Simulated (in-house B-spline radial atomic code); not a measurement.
# Mo⁴⁺: ionisation energy by several methods

Wanted: one ionisation energy, Mo⁴⁺ to configuration [Kr] 4d1, up the ladder of functionals.

The numbers are computed with in-house B-spline radial atomic code version 1 (Dirac-Coulomb, several functionals, exact exchange averaged over the configuration; spherical all-electron atom at the radial basis limit), except any that are marked as measured or tabulated.

## Step 1: What is computed

```
element       : molybdenum (Z = 42)
charge        : +4
electrons     : 38
configuration : [Kr] 4d2
nucleus       : Fermi, rms radius 4.409 fm
```

The outer shells:

[Kr] 4d2
```
[Kr] core
4d [↑ ][↑ ][  ][  ][  ]
```

The boxes only draw the filling; these runs are spin-restricted and spherical.

## Step 2: LC-ωPBE, a range-separated hybrid

Input settings:

```ini
Z = 42
electrons = 38.0
configuration = [Kr] 4d2
hamiltonian = dirac
method = lc_wpbe
spin_polarised = False
nucleus = fermi
rms_radius = 4.4091
mass_number = 98
atomic_mass = 97.905403609
speed_of_light = 137.035999084
exact_exchange = averaged over the configuration
```

On the command line:

```sh
> python run_scf.py task.json out
```

One command runs all members of the session, one after another, from task.json.

From the run's result record (rounded, not every field):

```text
{
  "status": "converged",
  "scf [iteration, energy, orbital gradient]": [
    [1, -4040.23062954, 0.487],
    [2, -4044.45361848, 0.253],
    [3, -4045.82398691, 0.0579],
    [4, -4045.8951295, 0.0174],
    [5, -4045.90014452, 0.00544],
    [6, -4045.90106362, 0.0015],
    [7, -4045.90108103, 9.08e-05],
    [8, -4045.90108121, 5.74e-06],
    [9, -4045.90108121, 2.68e-07]
  ],
  "energy [hartree]": {"total": -4045.90108121, "kinetic": 4195.32570711, "nuclear": -9707.74491846, "coulomb": 1588.43996524, "exact_exchange": -8.0243791074, "xc": -113.897455992},
  "breit [hartree]": {"gaunt": 2.696677, "retardation": -0.2677159, "frequency_dependence": -0.0165083},
  "qed [hartree]": {"self_energy": 1.811446, "uehling": -0.2072043, "wichmann_kroll": 0.003121493},
  "recoil [hartree]": 0.01595793,
  "total_with_corrections [hartree]": -4041.86530705,
  "orbitals [hartree, bohr; first row names the columns]": [
    ["name", "occ", "eps", "<r>", "<r^2>", "<1/r>", "r_max", "density_at_nucleus", "small_component", "breit_shift", "self_energy", "hyperfine_A/g_I (MHz)"],
    ["1s1/2", 2.0, -730.1255, 0.035163, 0.0016685, 43.554, 0.022868, 38933.0, 0.023471, 1.4233, 0.77834, 21137000.0],
    ["2s1/2", 2.0, -104.84324, 0.15336, 0.027783, 9.9143, 0.12968, 4280.5, 0.0048124, 0.15791, 0.091307, 2275700.0],
    ["2p1/2", 2.0, -96.596634, 0.13075, 0.020986, 9.8881, 0.10096, 69.477, 0.0048154, 0.2449, -0.00077573, 707430.0],
    ["2p3/2", 4.0, -92.681537, 0.13533, 0.022352, 9.4153, 0.10477, "-", 0.0046577, 0.18181, 0.0067189, 119350.0],
    ["3s1/2", 2.0, -19.526487, 0.42842, 0.21039, 3.3925, 0.38365, 763.85, 0.0012834, 0.028403, 0.016828, 404950.0],
    ["3p1/2", 2.0, -16.387794, 0.42311, 0.20856, 3.2903, 0.37095, 13.074, 0.0012289, 0.040658, 0.0001535, 118030.0],
    ["3p3/2", 4.0, -15.742821, 0.4336, 0.21882, 3.1769, 0.38023, "-", 0.0011867, 0.029839, 0.0013623, 19825.0],
    ["3d3/2", 4.0, -10.199345, 0.41291, 0.20512, 2.9879, 0.32116, "-", 0.0010727, 0.02056, -0.00014313, 8702.1],
    ["3d5/2", 6.0, -10.077132, 0.41639, 0.20843, 2.9585, 0.32388, "-", 0.0010604, 0.015932, 0.00021653, 3624.3],
    ["4s1/2", 2.0, -4.3176861, 1.0906, 1.3438, 1.2523, 0.98535, 131.85, 0.00029705, 0.0049651, 0.002902, 69864.0],
    ["4p1/2", 2.0, -3.3786706, 1.1762, 1.575, 1.1456, 1.0441, 2.0223, 0.00025669, 0.0061108, 2.2784e-05, 17930.0],
    ["4p3/2", 4.0, -3.2798073, 1.2019, 1.6441, 1.1151, 1.0671, "-", 0.00024778, 0.0044508, 0.0002059, 3013.4],
    ["4d3/2", 0.8, -1.8882372, 1.5061, 2.6357, 0.86962, 1.2653, "-", 0.0001609, 0.0019287, -1.3661e-05, 873.09],
    ["4d5/2", 1.2, -1.8767699, 1.516, 2.6699, 0.86312, 1.2739, "-", 0.00015909, 0.0014286, 2.2384e-05, 363.85]
  ],
  "sum_r [bohr^k]": {"-1": 231.1381, "1": 21.13258, "2": 21.70088},
  "density_at_nucleus [bohr^-3]": 88386.75,
  "radius_at_0.001 [bohr]": 3.03,
  "radius_enclosing_fraction [bohr]": {"0.5": 0.3888, "0.9": 1.314, "0.99": 2.217},
  "slater [hartree]": {
    "F0(4p1/2,4p1/2)": 0.7647,
    "F0(4p1/2,4p3/2)": 0.75633,
    "G2(4p1/2,4p3/2)": 0.39927,
    "F0(4p1/2,4d3/2)": 0.66607,
    "G1(4p1/2,4d3/2)": 0.41467,
    "F0(4p1/2,4d5/2)": 0.66324,
    "G3(4p1/2,4d5/2)": 0.25252,
    "F0(4p3/2,4p3/2)": 0.74831,
    "F2(4p3/2,4p3/2)": 0.39582,
    "F0(4p3/2,4d3/2)": 0.66082,
    "F2(4p3/2,4d3/2)": 0.33238,
    "G1(4p3/2,4d3/2)": 0.4176,
    "G3(4p3/2,4d3/2)": 0.25699,
    "F0(4p3/2,4d5/2)": 0.65807,
    "F2(4p3/2,4d5/2)": 0.33029,
    "G1(4p3/2,4d5/2)": 0.41415,
    "G3(4p3/2,4d5/2)": 0.25484,
    "F0(4d3/2,4d3/2)": 0.59913,
    "F2(4d3/2,4d3/2)": 0.30682,
    "F0(4d3/2,4d5/2)": 0.59715,
    "F2(4d3/2,4d5/2)": 0.30585,
    "G2(4d3/2,4d5/2)": 0.30574,
    "G4(4d3/2,4d5/2)": 0.20216,
    "F0(4d5/2,4d5/2)": 0.59519,
    "F2(4d5/2,4d5/2)": 0.3049,
    "F4(4d5/2,4d5/2)": 0.20162
  },
  "ionisation_energy [hartree]": 1.96585306,
  "ionisation_energy_with_corrections [hartree]": 1.96637487
}
```

Wall time 7.2 s (1 thread, shared host).

The run also solves the next ion with the same method; the record keeps the difference, ionisation_energy. radius_at_0.001 is where the density falls to 0.001 electrons per bohr³.

Radial density 4πr²n(r) and radial functions P(r) = rR(r):

| r (bohr) | 4πr²n | 4p3/2 | 4d5/2 |
| --- | --- | --- | --- |
| 0.00284 | 5.219 | 0.0027 | 0.0000 |
| 0.00422 | 9.876 | 0.0058 | 0.0000 |
| 0.00627 | 17.67 | 0.0121 | 0.0001 |
| 0.00932 | 29.11 | 0.0248 | 0.0004 |
| 0.0139 | 42.60 | 0.0496 | 0.0013 |
| 0.0206 | 52.27 | 0.0935 | 0.0038 |
| 0.0306 | 51.99 | 0.1649 | 0.0109 |
| 0.0455 | 45.67 | 0.2605 | 0.0292 |
| 0.0677 | 50.82 | 0.3428 | 0.0723 |
| 0.101 | 65.00 | 0.3164 | 0.1590 |
| 0.150 | 55.25 | 0.0713 | 0.2912 |
| 0.222 | 40.73 | -0.3382 | 0.4138 |
| 0.331 | 49.97 | -0.5466 | 0.3888 |
| 0.491 | 33.22 | -0.1339 | 0.0807 |
| 0.731 | 12.31 | 0.6698 | -0.4421 |
| 1.09 | 10.83 | 1.0430 | -0.8429 |
| 1.61 | 4.730 | 0.6882 | -0.8001 |
| 2.40 | 0.6219 | 0.2030 | -0.4241 |
| 3.57 | 0.02690 | 0.0223 | -0.1106 |
| 5.31 | 0.0001940 | 0.0006 | -0.0100 |

On the record's full grid the radial density has clear maxima near r = 0.025, 0.10, 0.33 bohr.

X-ray form factor of the spherical density:

| sinθ/λ (1/Å) | f (electrons) |
| --- | --- |
| 0 | 38.000 |
| 0.1 | 36.485 |
| 0.2 | 32.783 |
| 0.3 | 28.517 |
| 0.4 | 24.784 |
| 0.6 | 19.584 |
| 0.8 | 15.986 |
| 1 | 12.944 |
| 1.4 | 8.550 |
| 1.8 | 6.405 |
| 2.5 | 4.829 |
| 4 | 2.583 |
| 6 | 1.375 |

## Step 3: B97-1, a global hybrid

Changes to the settings of step 2:

```diff
@@ -4,3 +4,3 @@
 hamiltonian = dirac
-method = lc_wpbe
+method = b97_1
 spin_polarised = False
```

Result record:

```text
{
  "status": "converged",
  "iterations": 9,
  "energy [hartree]": {"total": -4046.10759536, "kinetic": 4195.22408574, "nuclear": -9707.99627257, "coulomb": 1589.01785643, "exact_exchange": -25.1812572833, "xc": -97.172007674},
  "breit [hartree]": {"gaunt": 2.696194, "retardation": -0.2676627, "frequency_dependence": -0.01658748},
  "qed [hartree]": {"self_energy": 1.810479, "uehling": -0.2070859, "wichmann_kroll": 0.003119896},
  "recoil [hartree]": 0.01595969,
  "total_with_corrections [hartree]": -4042.07317828,
  "orbitals [hartree, bohr; first row names the columns]": [
    ["name", "occ", "eps", "<r>"],
    ["1s1/2", 2.0, -732.22958, 0.035165],
    ["2s1/2", 2.0, -105.5685, 0.15333],
    ["2p1/2", 2.0, -97.183835, 0.13079],
    ["2p3/2", 4.0, -93.26437, 0.13536],
    ["3s1/2", 2.0, -19.707954, 0.42803],
    ["3p1/2", 2.0, -16.512026, 0.42277],
    ["3p3/2", 4.0, -15.860295, 0.43319],
    ["3d3/2", 4.0, -10.224099, 0.41248],
    ["3d5/2", 6.0, -10.100814, 0.41594],
    ["4s1/2", 2.0, -4.2173406, 1.0887],
    ["4p1/2", 2.0, -3.2617285, 1.1764],
    ["4p3/2", 4.0, -3.1623477, 1.2021],
    ["4d3/2", 0.8, -1.7676953, 1.5092],
    ["4d5/2", 1.2, -1.755982, 1.5191]
  ],
  "sum_r [bohr^k]": {"-1": 231.1441, "1": 21.12872, "2": 21.69609},
  "ionisation_energy [hartree]": 1.96423926,
  "ionisation_energy_with_corrections [hartree]": 1.96474868
}
```

Wall time 2.7 s (1 thread, shared host).

## Step 4: ωB97X, a range-separated hybrid

Changes to the settings of step 3:

```diff
@@ -4,3 +4,3 @@
 hamiltonian = dirac
-method = b97_1
+method = wb97x
 spin_polarised = False
```

Result record:

```text
{
  "status": "converged",
  "iterations": 10,
  "energy [hartree]": {"total": -4046.38983607, "kinetic": 4195.87387455, "nuclear": -9708.75654862, "coulomb": 1588.94875259, "exact_exchange": -24.0209603301, "xc": -98.4349542734},
  "breit [hartree]": {"gaunt": 2.696789, "retardation": -0.2676946, "frequency_dependence": -0.01657214},
  "qed [hartree]": {"self_energy": 1.811196, "uehling": -0.2071725, "wichmann_kroll": 0.003121081},
  "recoil [hartree]": 0.0159611,
  "total_with_corrections [hartree]": -4042.35420816,
  "orbitals [hartree, bohr; first row names the columns]": [
    ["name", "occ", "eps", "<r>"],
    ["1s1/2", 2.0, -731.88422, 0.035162],
    ["2s1/2", 2.0, -105.48121, 0.15331],
    ["2p1/2", 2.0, -97.127159, 0.13077],
    ["2p3/2", 4.0, -93.207656, 0.13533],
    ["3s1/2", 2.0, -19.753188, 0.42795],
    ["3p1/2", 2.0, -16.567684, 0.42271],
    ["3p3/2", 4.0, -15.917542, 0.43312],
    ["3d3/2", 4.0, -10.298009, 0.41249],
    ["3d5/2", 6.0, -10.174995, 0.41595],
    ["4s1/2", 2.0, -4.3249033, 1.0904],
    ["4p1/2", 2.0, -3.3692955, 1.1769],
    ["4p3/2", 4.0, -3.2703822, 1.2023],
    ["4d3/2", 0.8, -1.8713029, 1.4999],
    ["4d5/2", 1.2, -1.8597058, 1.5095]
  ],
  "sum_r [bohr^k]": {"-1": 231.1622, "1": 21.11438, "2": 21.62982},
  "ionisation_energy [hartree]": 1.9574864,
  "ionisation_energy_with_corrections [hartree]": 1.95801362
}
```

Wall time 6.7 s (1 thread, shared host).

## Step 5: BHandHLYP, a global hybrid

Changes to the settings of step 4:

```diff
@@ -4,3 +4,3 @@
 hamiltonian = dirac
-method = wb97x
+method = bhandhlyp
 spin_polarised = False
```

Result record:

```text
{
  "status": "converged",
  "iterations": 9,
  "energy [hartree]": {"total": -4046.22669337, "kinetic": 4195.47979904, "nuclear": -9708.01560282, "coulomb": 1588.63345414, "exact_exchange": -59.9634664, "xc": -62.3608773393},
  "breit [hartree]": {"gaunt": 2.696181, "retardation": -0.2675469, "frequency_dependence": -0.01671152},
  "qed [hartree]": {"self_energy": 1.810395, "uehling": -0.2070715, "wichmann_kroll": 0.003119844},
  "recoil [hartree]": 0.01596631,
  "total_with_corrections [hartree]": -4042.19236112,
  "orbitals [hartree, bohr; first row names the columns]": [
    ["name", "occ", "eps", "<r>"],
    ["1s1/2", 2.0, -735.66778, 0.035161],
    ["2s1/2", 2.0, -106.85602, 0.15322],
    ["2p1/2", 2.0, -98.282719, 0.13079],
    ["2p3/2", 4.0, -94.35293, 0.13534],
    ["3s1/2", 2.0, -20.294711, 0.42722],
    ["3p1/2", 2.0, -17.006426, 0.42219],
    ["3p3/2", 4.0, -16.346419, 0.43245],
    ["3d3/2", 4.0, -10.547002, 0.41237],
    ["3d5/2", 6.0, -10.422767, 0.4158],
    ["4s1/2", 2.0, -4.3933034, 1.0898],
    ["4p1/2", 2.0, -3.3748143, 1.1779],
    ["4p3/2", 4.0, -3.2736463, 1.2034],
    ["4d3/2", 0.8, -1.8475064, 1.5174],
    ["4d5/2", 1.2, -1.8362814, 1.5275]
  ],
  "sum_r [bohr^k]": {"-1": 231.1445, "1": 21.14867, "2": 21.77154},
  "ionisation_energy [hartree]": 1.96193006,
  "ionisation_energy_with_corrections [hartree]": 1.96243415
}
```

Wall time 2.6 s (1 thread, shared host).

## Step 6: All methods side by side

| method | rung | total energy (hartree) | ΔSCF (eV) | with Breit, QED, recoil (eV) | −ε highest (eV) | corrected ΔSCF less tabulated (eV) |
| --- | --- | --- | --- | --- | --- | --- |
| B97-1 | global hybrid | -4046.1076 | 53.450 | 53.464 | 47.783 (4d5/2) | -0.953 |
| BHandHLYP | global hybrid | -4046.2267 | 53.387 | 53.401 | 49.968 (4d5/2) | -1.016 |
| LC-ωPBE | range-separated hybrid | -4045.9011 | 53.494 | 53.508 | 51.070 (4d5/2) | -0.909 |
| ωB97X | range-separated hybrid | -4046.3898 | 53.266 | 53.280 | 50.605 (4d5/2) | -1.137 |

**Reading.** Tables give 54.417 ± 0.019 eV (semi-empirical; NIST Atomic Spectra Database) for the ionisation energy. LC-ωPBE misses by -0.909 eV, the least, and ωB97X by -1.137 eV (2.1 %), the most. All methods miss on the same side by much the same amount, which points to something that they share. Open shells are averaged (over orientations, and over spins where the run is restricted), while tables refer to the lowest levels.

Cost against accuracy (CPU time on one thread of a shared host; * marks runs that also wrote radial tables):

| method | CPU time | miss (eV) |
| --- | --- | --- |
| BHandHLYP | 2.6 s | -1.016 |
| B97-1 | 2.7 s | -0.953 |
| ωB97X | 6.7 s | -1.137 |
| LC-ωPBE* | 7.2 s | -0.909 |
